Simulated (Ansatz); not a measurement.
LiPd₃, space group Pm-3m, a convergence test of the plane-wave cutoff

Computed with the Ansatz DFT code, driven from Python.

Input file `POSCAR_lipd3`:
```text
LiPd3
1.0
   3.84999727    0.00000000    0.00000000
   0.00000000    3.84999727    0.00000000
   0.00000000    0.00000000    3.84999727
Li Pd
1 3
Direct
   0.00000000    0.00000000    0.00000000
   0.00000000    0.50000000    0.50000000
   0.50000000    0.00000000    0.50000000
   0.50000000    0.50000000    0.00000000
```

Run as a notebook:

```python
import warnings

import ansatz
from ase.io import read
from tabulate import tabulate
```

```python
warnings.simplefilter("ignore", ansatz.DeckWarning)
```

```python
atoms = read("POSCAR_lipd3", format="vasp")
lipd3 = ansatz.Crystal.from_ase(atoms)
```

```python
[site.symbol for site in lipd3.resolved().sites]
```

    ['Li', 'Pd', 'Pd', 'Pd']

```python
model = (
    lipd3.calculation()
    .mixing("broyden", preconditioner="local_kerker")
    .occupations("cold", width=0.01)
    .functional("LDA")
    .kpoints(4, 4, 4, center="gamma")
    .stress()
)
```

```python
rows = []
for value in [300, 350, 400, 450, 500, 550]:
    rep = model.basis(value).run(threads=1).report
    rows.append((value, rep["free_energy_ev"] / len(rep["lattice"]["sites"]), rep["n_iterations"], sum(rep["stress_gpa"][i][i] for i in range(3)) / 3, rep["n_pw"]))
```

```python
print(tabulate(rows, headers=["cutoff (eV)", "F/atom (eV)", "iterations", "P (GPa)", "plane waves"], floatfmt=".4f", tablefmt="plain"))
```

      cutoff (eV)    F/atom (eV)    iterations    P (GPa)    plane waves
              300     -5183.9061             7    -7.9110            691
              350     -5184.0536             7    -7.5400            847
              400     -5184.0638             7    -7.4861           1021
              450     -5184.0642             7    -7.4871           1237
              500     -5184.0646             7    -7.4923           1419
              550     -5184.0648             7    -7.4952           1743

```python
# differences from the last row
for row in rows[:-1]:
    shift = 1000 * (row[1] - rows[-1][1])
    print(f"{row[0]}: {shift:+.2f} meV/atom" + ("  (within 2 meV)" if abs(shift) < 2 else ""))
```

    300: +158.65 meV/atom
    350: +11.18 meV/atom
    400: +1.02 meV/atom  (within 2 meV)
    450: +0.57 meV/atom  (within 2 meV)
    500: +0.14 meV/atom  (within 2 meV)

From 400 eV on it stays within 2 meV an atom of the value at 550 eV; the first row (300 eV) is off by 158.7 meV and the last but one by 0.14 meV. The energy falls steadily, as expected when plane waves are added. The pressure moves from -7.91 to -7.50 GPa (the program's stress holds a Pulay correction, so it settles early).

Caveats:
- Spin is left out of this run.
- For a metal this k-point mesh is coarse: on a finer one energies can move by several to tens of meV an atom and pressures by half a GPa or more, differences at one mesh by less.
- Pressure is positive in compression.
- This cell is a computed structure, which may not be the phase found in nature.
- Shifts are counted from the last row, which is itself no proven limit.
- The script silences the warnings on its input, which a real study should read.
- Hardware and time: 6.5 s on 1 thread of Arm Neoverse V2, with other jobs on the host, peak memory 0.42 GiB.
